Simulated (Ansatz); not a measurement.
H5IOSi2, SMILES [SiH3]O[SiH2]I, a comparison of dispersion corrections

With Ansatz 0.2.0, Python API.

The cells in order, each with its output:

In [1]:
```python
import ansatz as az
```

In [2]:
```python
geometry_ang = [
    ("Si", [0.5026, 1.4586, 0.3336]),
    ("O", [0.4711, -0.1487, 0.2465]),
    ("Si", [-0.5124, -1.3631, -0.3402]),
    ("I", [0.6844, -3.489, 0.1429]),
    ("H", [0.3982, 2.0501, -1.0699]),
    ("H", [1.6789, 2.0024, 1.0005]),
    ("H", [-0.7154, 1.9492, 1.0806]),
    ("H", [-1.7633, -1.308, 0.3374]),
    ("H", [-0.6556, -1.1977, -1.7486]),
]
mol = az.Crystal.molecule()
for symbol, xyz in geometry_ang:
    mol = mol.atom(symbol, xyz)
```

In [3]:
```python
model = mol.calculation().basis(gaussian="def2-SVP")
for name in ["r2scan", "pbe0"]:
    for correction in ("d3bj", "d4"):
        r = model.functional(name, dispersion=correction).run(threads=1, pin="off").report
        print(f"{name:8s} {correction:5s} total {r['free_energy_ev']:.5f} eV, of which dispersion {1000 * r['dispersion']['energy']['ev']:.2f} meV")
```
```text
DeckWarning: the engine holds no damping parameters fitted to this dispersion correction and functional, so the run takes those fitted to r2scan beside the three-body term, which d3bj leaves out (hamiltonian.dispersion, under Limitations)
r2scan   d3bj  total -25981.33842 eV, of which dispersion -65.28 meV
r2scan   d4    total -25981.32787 eV, of which dispersion -54.73 meV
pbe0     d3bj  total -25972.17097 eV, of which dispersion -206.38 meV
pbe0     d4    total -25972.16208 eV, of which dispersion -197.49 meV
```

Total energies depend on the basis set; only differences at equal settings carry meaning. Warnings are shown shortened and without file and line. The geometry is a force-field or estimated start, not a minimum of this method, and the basis set is short of its limit. D4 holds the three-body term, and d3bj doesn't. def2 sets replace the cores of elements past krypton by effective core potentials. A dispersion term here runs with damping parameters fitted for another variant or functional. Finished in 24 s on 1 thread of Arm Neoverse V1, with other jobs on the host, peak memory 0.3 GiB.
